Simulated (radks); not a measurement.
# The first electron to leave Ru¹⁰⁺

Aim: remove one electron from each of the outer sub-shells of Ru¹⁰⁺ ([Ar] 3d10 4s2 4p4) in turn, let the ion relax, and find the cheapest removal. The parent's configuration is the lowest that an earlier search found at this level.

Program: radks (a radial shooting solver on a logarithmic mesh, Libxc functionals) version 1. Level of theory: scalar-relativistic Kohn-Sham, LDA (Slater exchange, Perdew-Wang correlation), spin-polarised, spherical densities, finite nucleus; open shells are filled with parallel spins first. These are calculated values, not measurements, unless marked.

4 further runs of the same task are left out: 4 set aside as unsound or not needed.

### 1 The system

```
element            : ruthenium (Z = 44)
charge             : +10
electrons          : 34
configuration      : [Ar] 3d10 4s2 4p4
nuclear rms radius : 4.4809 fm
```

The outer shells:

Ru¹⁰⁺
```
[Ar] core
3d [↑↓][↑↓][↑↓][↑↓][↑↓]
4s [↑↓]
4p [↑↓][↑ ][↑ ]
```

### 2 The parent, Ru¹⁰⁺

The parent was computed earlier with the same settings: E = -4496.009191 hartree. Its outer levels (eV):

```
  level  occupation  energy (eV)
  3p up           3      -635.87
3p down           3      -635.16
  3d up           5      -462.98
3d down           5      -462.26
  4s up           1      -247.86
4s down           1      -244.70
  4p up           3      -214.31
4p down           1      -211.19
```

### 3 Remove 4p: [Ar] 3d10 4s2 4p3

Input:

```text
Z 44
configuration [Ar] 3d10 4s2 4p3
relativity scalar-relativistic
functional lda,pw
spin polarised
nucleus finite rms 4.4809 fm
c 137.035999084
```

### 4 Remove 4s: [Ar] 3d10 4s1 4p4

Input:

```text
Z 44
configuration [Ar] 3d10 4s1 4p4
relativity scalar-relativistic
functional lda,pw
spin polarised
nucleus finite rms 4.4809 fm
c 137.035999084
```

### 5 Remove 3d: [Ar] 3d9 4s2 4p4

Input:

```text
Z 44
configuration [Ar] 3d9 4s2 4p4
relativity scalar-relativistic
functional lda,pw
spin polarised
nucleus finite rms 4.4809 fm
c 137.035999084
```

### 6 Remove 3p: [Ne] 3s2 3p5 3d10 4s2 4p4

Input:

```text
Z 44
configuration [Ne] 3s2 3p5 3d10 4s2 4p4
relativity scalar-relativistic
functional lda,pw
spin polarised
nucleus finite rms 4.4809 fm
c 137.035999084
```

What does the calculation give? Wanted: for each run, case; final configuration; Δ-SCF; −ε of the level emptied.

The runs gave:

| case | final configuration | Δ-SCF (eV) | −ε of the level emptied (eV) |
| --- | --- | --- | --- |
| remove 4p | [Ar] 3d10 4s2 4p3 | 221.69 | 211.19 |
| remove 4s | [Ar] 3d10 4s1 4p4 | 255.78 | 244.70 |
| remove 3d | [Ar] 3d9 4s2 4p4 | 486.73 | 462.26 |
| remove 3p | [Ne] 3s2 3p5 3d10 4s2 4p4 | 658.33 | 635.16 |

The 4p electron leaves first, at 221.69 eV; the next cheapest, 4s, costs 255.78 eV. 4p is also the highest occupied level of the parent. NIST lists 220 eV (theoretical), between the same two configurations. Open shells are spherical and high-spin; term and fine-structure splittings are not resolved.
